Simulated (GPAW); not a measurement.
# ZrB (Fm-3m) in GPAW: further runs

Runs on ZrB. Level: PBEsol. Tasks: relaxation of cell and atoms.

Everything below comes from runs of GPAW 26.7.0. Logs are shortened: lines on timing, memory, paths and dates and some standing lists are left out, and cuts for length are marked. The log counts tension as positive stress, the text compression.

**1. The structure**

It takes space group Fm-3m (No. 225, cubic). Conventional cell: a = 4.650 Å, b = 4.650 Å, c = 4.650 Å, α = 90.00°, β = 90.00°, γ = 90.00°. Around Zr (site symmetry m-3m) lie 6 B at 2.33 Å. B (site symmetry m-3m) has 6 Zr at 2.33 Å as nearest neighbours.

**2. Relaxation of cell and atoms, PBEsol**

run.py

```python
from ase.filters import FrechetCellFilter
from ase.io import read, write
from ase.optimize import BFGS
from gpaw import GPAW, PW, setup_paths

setup_paths.insert(0, '.')

atoms = read('ZrB.xyz')

calc = GPAW(mode=PW(800),
            xc='PBEsol',
            kpts={'size': (10, 10, 10), 'gamma': True},
            occupations={'name': 'fermi-dirac', 'width': 0.05},
            nbands=17,
            convergence={'density': 1e-05, 'forces': 0.0001},
            maxiter=150,
            txt='gpaw.txt')
atoms.calc = calc
opt = BFGS(FrechetCellFilter(atoms), trajectory='relax.traj', logfile='-')
done = opt.run(fmax=0.02, steps=60)
calc.write('gs.gpw')
write('result.traj', atoms)
print('Converged:', done)
print('Cell:', atoms.cell.cellpar().round(4))
print('Volume:', round(atoms.get_volume(), 4))
print(atoms.get_scaled_positions().round(5))
```

ZrB.xyz

```xyz
2
Lattice="0.0000000000 2.3250000000 2.3250000000 2.3250000000 0.0000000000 2.3250000000 2.3250000000 2.3250000000 0.0000000000" Properties=species:S:1:pos:R:3 pbc="T T T"
Zr     0.0000000000      0.0000000000      0.0000000000
B      2.3250000000      2.3250000000      2.3250000000
```

Potentials or basis: PAW data sets generated in the run's folder for this functional, pw.

On the command line:

```
$ gpaw-setup -f PBEsol B Zr
$ OMP_NUM_THREADS=1 python run.py
```

gpaw.txt:

```text
__  _  _
 | _ |_)|_||  |
 |__||  | ||/\| - 26.7.0

Input parameters:
  mode=PW(ecut=800.0),
  convergence={'density': 1e-05, 'forces': 0.0001},
  kpts=MonkhorstPack(size=(10, 10, 10), gamma=True),
  maxiter=150,
  nbands=17,
  occupations=Occupations(name='fermi-dirac', width=0.05),
  xc=XC(name='PBEsol')

Diagonalizing LCAO Hamiltonian
Converting LCAO to pw mode

               B

       Zr

Atoms  # Å, Bohr magnetons
|   | symbol |        x |        y |        z |    initial magnetic moments |
|---|--------|----------|----------|----------|-----------------------------|
| 0 |     Zr | 0.000000 | 0.000000 | 0.000000 | ( 0.0000,  0.0000,  0.0000) |
| 1 |      B | 2.325000 | 2.325000 | 2.325000 | ( 0.0000,  0.0000,  0.0000) |

Unit cell  # Å
| periodic |        x |        y |        z |  lengths |    angles |
|----------|----------|----------|----------|----------|-----------|
|      yes | 0.000000 | 2.325000 | 2.325000 | 3.288047 | 60.000000 |
|      yes | 2.325000 | 0.000000 | 2.325000 | 3.288047 | 60.000000 |
|      yes | 2.325000 | 2.325000 | 0.000000 | 3.288047 | 60.000000 |

Number of symmetries: 48
Symmetry operations  # r_c * U_cc + t_c -> r_c
|    | kind |            matrix            |
|----|------|------------------------------|
|  0 |  σ   |  1, 0, 0,  1, 0,-1,  1,-1, 0 |
|  1 |  C2  |  1, 0, 0,  1,-1, 0,  1, 0,-1 |
|  2 |  E   |  1, 0, 0,  0, 1, 0,  0, 0, 1 |
|  3 |  σ   |  1, 0, 0,  0, 0, 1,  0, 1, 0 |
|  4 |  C4  |  1, 0,-1,  1, 0, 0,  1,-1, 0 |
|  5 |  S6  |  1, 0,-1,  1,-1, 0,  1, 0, 0 |
|  6 |  σ   |  1, 0,-1,  0, 1,-1,  0, 0,-1 |
|  7 |  C3  |  1, 0,-1,  0, 0,-1,  0, 1,-1 |
|  8 |  S6  |  1,-1, 0,  1, 0, 0,  1, 0,-1 |
[... 173 lines left out ...]
SCF iterations
|iter     | |      energy | eigst |  dens |force |
|---------|-|-------------|-------|-------|------|
|iter:   1| |  -16.360643 | +0.21 |       |      |
|iter:   2| |  -16.164485 | -1.70 | -0.99 |      |
|iter:   3| |  -15.569006 | -1.26 | -1.05 |      |
|iter:   4| |  -15.576536 | -3.49 | -1.90 |      |
|iter:   5| |  -15.579485 | -4.07 | -2.18 |      |
|iter:   6| |  -15.579486c| -6.15 | -3.64 |      |
|iter:   7| |  -15.579486c| -7.70c| -4.24 |      |
|iter:   8| |  -15.579486c| -8.94c| -4.77 |      |
|iter:   9| |  -15.579486c| -9.98c| -5.92c|      |
|iter:  10| |  -15.579486c|-10.50c| -6.38c|-27.52c|

Converged in 10 steps
Energy contributions relative to reference atoms: (reference = -98503.708226)

Energy contributions:
  Kinetic:          25.644301
  Coulomb:         -22.661695
  Zero:              0.405143
  External:          0.000000
  Xc:              -18.963190
  Entropy:          -0.008090
  Spinorbit:         0.000000
  ----------------------------
  Free energy:     -15.583531
[... 65 lines left out ...]
|  2 |  E   |  1, 0, 0,  0, 1, 0,  0, 0, 1 |
|  3 |  σ   |  1, 0, 0,  0, 0, 1,  0, 1, 0 |
|  4 |  C4  |  1, 0,-1,  1, 0, 0,  1,-1, 0 |
|  5 |  S6  |  1, 0,-1,  1,-1, 0,  1, 0, 0 |
|  6 |  σ   |  1, 0,-1,  0, 1,-1,  0, 0,-1 |
|  7 |  C3  |  1, 0,-1,  0, 0,-1,  0, 1,-1 |
|  8 |  S6  |  1,-1, 0,  1, 0, 0,  1, 0,-1 |
[... 227 lines left out ...]
Stress tensor  # eV/Ang^3
|         x |         y |         z |
|-----------|-----------|-----------|
| -0.103007 | -0.000000 | -0.000000 |
| -0.000000 | -0.103007 |  0.000000 |
| -0.000000 |  0.000000 | -0.103007 |

Forces  # eV/Ang
|        x |        y |        z |
|----------|----------|----------|
| -0.00000 | -0.00000 | -0.00000 |  # Zr   0
|  0.00000 | -0.00000 | -0.00000 |  # B    1

Interpolating wave functions to new cell

               B

       Zr

Atoms  # Å, Bohr magnetons
|   | symbol |         x |         y |        z |    initial magnetic moments |
|---|--------|-----------|-----------|----------|-----------------------------|
| 0 |     Zr | -0.000000 | -0.000000 | 0.000000 | ( 0.0000,  0.0000,  0.0000) |
| 1 |      B |  2.421436 |  2.421436 | 2.421436 | ( 0.0000,  0.0000,  0.0000) |

Unit cell  # Å
| periodic |         x |         y |         z |  lengths |    angles |
|----------|-----------|-----------|-----------|----------|-----------|
|      yes | -0.000000 |  2.421436 |  2.421436 | 3.424428 | 60.000000 |
|      yes |  2.421436 | -0.000000 |  2.421436 | 3.424428 | 60.000000 |
|      yes |  2.421436 |  2.421436 | -0.000000 | 3.424428 | 60.000000 |

Number of symmetries: 48
Symmetry operations  # r_c * U_cc + t_c -> r_c
|    | kind |            matrix            |
|----|------|------------------------------|
|  0 |  σ   |  1, 0, 0,  1, 0,-1,  1,-1, 0 |
|  1 |  C2  |  1, 0, 0,  1,-1, 0,  1, 0,-1 |
|  2 |  E   |  1, 0, 0,  0, 1, 0,  0, 0, 1 |
|  3 |  σ   |  1, 0, 0,  0, 0, 1,  0, 1, 0 |
|  4 |  C4  |  1, 0,-1,  1, 0, 0,  1,-1, 0 |
|  5 |  S6  |  1, 0,-1,  1,-1, 0,  1, 0, 0 |
|  6 |  σ   |  1, 0,-1,  0, 1,-1,  0, 0,-1 |
|  7 |  C3  |  1, 0,-1,  0, 0,-1,  0, 1,-1 |
|  8 |  S6  |  1,-1, 0,  1, 0, 0,  1, 0,-1 |
[... 227 lines left out ...]
Stress tensor  # eV/Ang^3
|         x |         y |         z |
|-----------|-----------|-----------|
| -0.009779 |  0.000000 |  0.000000 |
|  0.000000 | -0.009779 | -0.000000 |
|  0.000000 | -0.000000 | -0.009779 |

Forces  # eV/Ang
|        x |        y |        z |
|----------|----------|----------|
|  0.00000 | -0.00000 | -0.00000 |  # Zr   0
| -0.00000 |  0.00000 |  0.00000 |  # B    1

Interpolating wave functions to new cell

               B

       Zr

Atoms  # Å, Bohr magnetons
|   | symbol |         x |         y |        z |    initial magnetic moments |
|---|--------|-----------|-----------|----------|-----------------------------|
| 0 |     Zr | -0.000000 | -0.000000 | 0.000000 | ( 0.0000,  0.0000,  0.0000) |
| 1 |      B |  2.428238 |  2.428238 | 2.428238 | ( 0.0000,  0.0000,  0.0000) |

Unit cell  # Å
| periodic |         x |         y |        z |  lengths |    angles |
|----------|-----------|-----------|----------|----------|-----------|
|      yes | -0.000000 |  2.428238 | 2.428238 | 3.434047 | 60.000000 |
|      yes |  2.428238 | -0.000000 | 2.428238 | 3.434047 | 60.000000 |
|      yes |  2.428238 |  2.428238 | 0.000000 | 3.434047 | 60.000000 |

Number of symmetries: 48
Symmetry operations  # r_c * U_cc + t_c -> r_c
|    | kind |            matrix            |
|----|------|------------------------------|
|  0 |  σ   |  1, 0, 0,  1, 0,-1,  1,-1, 0 |
|  1 |  C2  |  1, 0, 0,  1,-1, 0,  1, 0,-1 |
|  2 |  E   |  1, 0, 0,  0, 1, 0,  0, 0, 1 |
|  3 |  σ   |  1, 0, 0,  0, 0, 1,  0, 1, 0 |
|  4 |  C4  |  1, 0,-1,  1, 0, 0,  1,-1, 0 |
|  5 |  S6  |  1, 0,-1,  1,-1, 0,  1, 0, 0 |
|  6 |  σ   |  1, 0,-1,  0, 1,-1,  0, 0,-1 |
|  7 |  C3  |  1, 0,-1,  0, 0,-1,  0, 1,-1 |
|  8 |  S6  |  1,-1, 0,  1, 0, 0,  1, 0,-1 |
[... 226 lines left out ...]
Stress tensor  # eV/Ang^3
|         x |         y |         z |
|-----------|-----------|-----------|
| -0.000719 |  0.000000 | -0.000000 |
|  0.000000 | -0.000719 |  0.000000 |
| -0.000000 |  0.000000 | -0.000719 |

Forces  # eV/Ang
|       x |        y |        z |
|---------|----------|----------|
| 0.00000 | -0.00000 | -0.00000 |  # Zr   0
| 0.00000 | -0.00000 | -0.00000 |  # B    1

# Writing to gs.gpw (mode='')
```

Wall time 83 s (1 thread of Arm Neoverse V2, shared host); peak memory 0.23 GiB.

Results:

```yaml
Free_energy: -15.8685 eV
Relaxed_volume: 14.32 Å³/atom
Relaxed_cell: a = 3.434 Å, b = 3.434 Å, c = 3.434 Å, α = 60.00°, β = 60.00°, γ = 60.00°
Space_group_after_relaxing_to_0.05_Å: Fm-3m (No. 225)
Energy_gained_by_relaxing: 141.6 meV/atom
Ionic_steps: 4
Pressure_after_relaxing: 0.1 GPa
Band_gap_on_the_k_mesh: none (metal or under the smearing width)
```

The path:
```tsv
step	energy change (eV)	largest force (eV/Å)	pressure (GPa)	volume (Å³)
1	0.0000	0.0000	28.56	25.14
2	-0.1727	0.0000	16.50	26.37
3	-0.2819	0.0000	1.57	28.40
4	-0.2833	0.0000	0.12	28.64
```

Final structure:
```yaml
crystal:
  lattice:
    - [0.00000, 2.42824, 2.42824]
    - [2.42824, 0.00000, 2.42824]
    - [2.42824, 2.42824, 0.00000]
  atoms:
    - { symbol: Zr, position: [0.00000, 0.00000, 0.00000] }
    - { symbol: B, position: [0.50000, 0.50000, 0.50000] }
```

Levels at points of the mesh, in eV from the Fermi level:
| k point | band 4 | band 5 | band 6 | band 7 | band 8 | band 9 | band 10 | band 11 | band 12 | band 13 |
| --- | --- | --- | --- | --- | --- | --- | --- | --- | --- | --- |
| (0.00, 0.00, 0.00) | -25.08 | -8.08 | 1.76 | 1.76 | 1.76 | 3.25 | 3.25 | 3.53 | 3.53 | 3.53 |
| (0.50, 0.50, 0.00) | -25.30 | -6.11 | -0.85 | -0.71 | 2.15 | 2.15 | 4.74 | 5.93 | 5.93 | 8.92 |
| (0.50, 0.50, 0.50) | -25.15 | -4.04 | -3.88 | -1.18 | -1.18 | 4.98 | 4.98 | 6.30 | 7.63 | 11.71 |

Caveat: later steps reuse the first step's grids. Zero-point motion and thermal expansion aren't in these numbers.

**3. Relaxation of cell and atoms, PBEsol, target pressure 2 GPa, at which the enthalpy is minimised**

run.py: that of step 2 with these lines changed.

```diff
@@ -3,2 +3,3 @@
 from ase.optimize import BFGS
+from ase.units import GPa
 from gpaw import GPAW, PW, setup_paths
@@ -18,3 +19,3 @@
 atoms.calc = calc
-opt = BFGS(FrechetCellFilter(atoms), trajectory='relax.traj', logfile='-')
+opt = BFGS(FrechetCellFilter(atoms, scalar_pressure=2 * GPa), trajectory='relax.traj', logfile='-')
 done = opt.run(fmax=0.02, steps=60)
```

ZrB.xyz is that of step 2.

Potentials or basis: PAW data sets generated in the run's folder for this functional, pw.

On the command line:

```
$ gpaw-setup -f PBEsol B Zr
$ OMP_NUM_THREADS=1 python run.py
```

gpaw.txt:

```text
__  _  _
 | _ |_)|_||  |
 |__||  | ||/\| - 26.7.0

Input parameters:
  mode=PW(ecut=800.0),
  convergence={'density': 1e-05, 'forces': 0.0001},
  kpts=MonkhorstPack(size=(10, 10, 10), gamma=True),
  maxiter=150,
  nbands=17,
  occupations=Occupations(name='fermi-dirac', width=0.05),
  xc=XC(name='PBEsol')

Diagonalizing LCAO Hamiltonian
Converting LCAO to pw mode

               B

       Zr

Atoms  # Å, Bohr magnetons
|   | symbol |        x |        y |        z |    initial magnetic moments |
|---|--------|----------|----------|----------|-----------------------------|
| 0 |     Zr | 0.000000 | 0.000000 | 0.000000 | ( 0.0000,  0.0000,  0.0000) |
| 1 |      B | 2.325000 | 2.325000 | 2.325000 | ( 0.0000,  0.0000,  0.0000) |

Unit cell  # Å
| periodic |        x |        y |        z |  lengths |    angles |
|----------|----------|----------|----------|----------|-----------|
|      yes | 0.000000 | 2.325000 | 2.325000 | 3.288047 | 60.000000 |
[... 828 lines left out ...]
|  5 |  S6  |  1, 0,-1,  1,-1, 0,  1, 0, 0 |
|  6 |  σ   |  1, 0,-1,  0, 1,-1,  0, 0,-1 |
|  7 |  C3  |  1, 0,-1,  0, 0,-1,  0, 1,-1 |
|  8 |  S6  |  1,-1, 0,  1, 0, 0,  1, 0,-1 |
[... 173 lines left out ...]
SCF iterations
|iter     | |      energy | eigst |  dens |force |
|---------|-|-------------|-------|-------|------|
|iter:   1| |  -15.861597 | -2.01 |       |      |
|iter:   2| |  -15.861361 | -4.24 | -2.51 |      |
|iter:   3| |  -15.860391c| -4.05 | -2.55 |      |
|iter:   4| |  -15.860425c| -5.61 | -3.25 |      |
|iter:   5| |  -15.860434c| -6.58 | -3.75 |      |
|iter:   6| |  -15.860440c| -6.82 | -3.98 |      |
|iter:   7| |  -15.860440c| -7.56c| -4.99 |      |
|iter:   8| |  -15.860440c| -8.39c| -5.51c|      |
|iter:   9| |  -15.860440c| -9.14c| -6.69c|-29.09c|

Converged in 9 steps
Energy contributions relative to reference atoms: (reference = -98503.708226)

Energy contributions:
  Kinetic:          11.556573
  Coulomb:         -11.820522
  Zero:              0.385032
  External:          0.000000
  Xc:              -15.975924
  Entropy:          -0.011199
  Spinorbit:         0.000000
  ----------------------------
  Free energy:     -15.866039
  Extrapolated:    -15.860440
[... 26 lines left out ...]
Stress tensor  # eV/Ang^3
|         x |         y |         z |
|-----------|-----------|-----------|
| -0.013023 | -0.000000 | -0.000000 |
| -0.000000 | -0.013023 |  0.000000 |
| -0.000000 |  0.000000 | -0.013023 |

Forces  # eV/Ang
|       x |       y |        z |
|---------|---------|----------|
| 0.00000 | 0.00000 | -0.00000 |  # Zr   0
| 0.00000 | 0.00000 |  0.00000 |  # B    1

# Writing to gs.gpw (mode='')
```

Run time: 81 s. Hardware: 1 thread of Arm Neoverse V2, shared host; peak memory 0.23 GiB.

What came out:

- Free energy: -15.8660 eV
- Relaxed volume: 14.16 Å³/atom
- Relaxed cell: a = 3.421 Å, b = 3.421 Å, c = 3.421 Å, α = 60.00°, β = 60.00°, γ = 60.00°
- Space group after relaxing (to 0.05 Å): Fm-3m (No. 225)
- Energy change on relaxing (the enthalpy is what falls): -140.5 meV/atom
- Ionic steps: 4
- Pressure after relaxing: 2.1 GPa
- Band gap on the k mesh: none (metal or under the smearing width)

The path:
```tsv
step	energy change (eV)	largest force (eV/Å)	pressure (GPa)	volume (Å³)
1	0.0000	0.0000	28.56	25.14
2	-0.1633	0.0000	17.28	26.28
3	-0.2776	0.0000	3.32	28.12
4	-0.2810	0.0000	2.09	28.31
```

Final structure:
```xyz
2
Lattice="0.0000 2.4191 2.4191 2.4191 0.0000 2.4191 2.4191 2.4191 0.0000" Properties=species:S:1:pos:R:3 pbc="T T T"
Zr    0.0000    0.0000    0.0000
B     2.4191    2.4191    2.4191
```

Levels at points of the mesh, in eV from the Fermi level:
```
           k point  band 6  band 7  band 8  band 9  band 10  band 11
(0.00, 0.00, 0.00)    1.77    1.77    1.77    3.29     3.29     3.56
(0.50, 0.50, 0.00)   -0.87   -0.68    2.18    2.18     4.80     6.01
(0.50, 0.50, 0.50)   -3.91   -1.20   -1.20    5.04     5.04     6.39
```

Caveat: later steps reuse the first step's grids. Zero-point motion and thermal expansion aren't in these numbers.

**4. Relaxation of cell and atoms, PBEsol, target pressure 5 GPa, at which the enthalpy is minimised**

run.py: that of step 3 with these lines changed.

```diff
@@ -19,3 +19,3 @@
 atoms.calc = calc
-opt = BFGS(FrechetCellFilter(atoms, scalar_pressure=2 * GPa), trajectory='relax.traj', logfile='-')
+opt = BFGS(FrechetCellFilter(atoms, scalar_pressure=5 * GPa), trajectory='relax.traj', logfile='-')
 done = opt.run(fmax=0.02, steps=60)
```

ZrB.xyz is that of step 3.

On the command line:

```
$ gpaw-setup -f PBEsol B Zr
$ OMP_NUM_THREADS=1 python run.py
```

It took 81 s on 1 thread of Arm Neoverse V2, shared host; peak memory 0.22 GiB.

Results (log left out):

```
Free energy                                            : -15.8556 eV
Relaxed volume                                         : 13.93 Å³/atom
Relaxed cell                                           : a = 3.403 Å, b = 3.403 Å, c = 3.403 Å, α = 60.00°, β = 60.00°, γ = 60.00°
Space group after relaxing (to 0.05 Å)                 : Fm-3m (No. 225)
Energy change on relaxing (the enthalpy is what falls) : -135.4 meV/atom
Ionic steps                                            : 4
Pressure after relaxing                                : 5.1 GPa
Band gap on the k mesh                                 : none (metal or under the smearing width)
```

The path:
| step | energy change (eV) | largest force (eV/Å) | pressure (GPa) | volume (Å³) |
| --- | --- | --- | --- | --- |
| 1 | 0.0000 | 0.0000 | 28.56 | 25.14 |
| 2 | -0.1485 | 0.0000 | 18.47 | 26.15 |
| 3 | -0.2659 | 0.0000 | 6.01 | 27.72 |
| 4 | -0.2707 | 0.0000 | 5.05 | 27.86 |

Final structure:
```cif
data_structure
_symmetry_space_group_name_H-M 'P 1'
_symmetry_Int_Tables_number 1
_cell_length_a 3.4026
_cell_length_b 3.4026
_cell_length_c 3.4026
_cell_angle_alpha 60.000
_cell_angle_beta 60.000
_cell_angle_gamma 60.000
_cell_volume 27.86
loop_
_atom_site_label
_atom_site_type_symbol
_atom_site_fract_x
_atom_site_fract_y
_atom_site_fract_z
_atom_site_occupancy
Zr1 Zr 0.00000 0.00000 0.00000 1
B1 B 0.50000 0.50000 0.50000 1
```

Levels at points of the mesh, in eV from the Fermi level:
| k point | band 4 | band 5 | band 6 | band 7 | band 8 | band 9 | band 10 | band 11 | band 12 | band 13 |
| --- | --- | --- | --- | --- | --- | --- | --- | --- | --- | --- |
| (0.00, 0.00, 0.00) | -24.95 | -8.14 | 1.79 | 1.79 | 1.79 | 3.35 | 3.35 | 3.60 | 3.60 | 3.60 |
| (0.50, 0.50, 0.00) | -25.18 | -6.18 | -0.91 | -0.64 | 2.23 | 2.23 | 4.89 | 6.13 | 6.13 | 9.26 |
| (0.50, 0.50, 0.50) | -25.02 | -3.96 | -3.95 | -1.22 | -1.22 | 5.14 | 5.14 | 6.51 | 7.76 | 12.06 |

Caveat: later steps reuse the first step's grids. Zero-point motion and thermal expansion aren't in these numbers.

**5. Summary**

| cell | target pressure | gap on the mesh (eV) | pressure (GPa) |
| --- | --- | --- | --- |
| relaxed | - | none | 0.1 |
| relaxed to 2 GPa | 2 GPa | none | 2.1 |
| relaxed to 5 GPa | 5 GPa | none | 5.1 |

Alike in all rows: task relaxation of cell and atoms; level PBEsol; potentials or basis PAW data sets generated in the run's folder for this functional, pw; no spin polarisation; k mesh 10 × 10 × 10; cutoff (eV) 800; smearing fermi-dirac 0.05 eV.

Caveats: later steps reuse the first step's grids.

Total energies depend on the potentials used, so only differences within one code and one set of settings carry meaning.
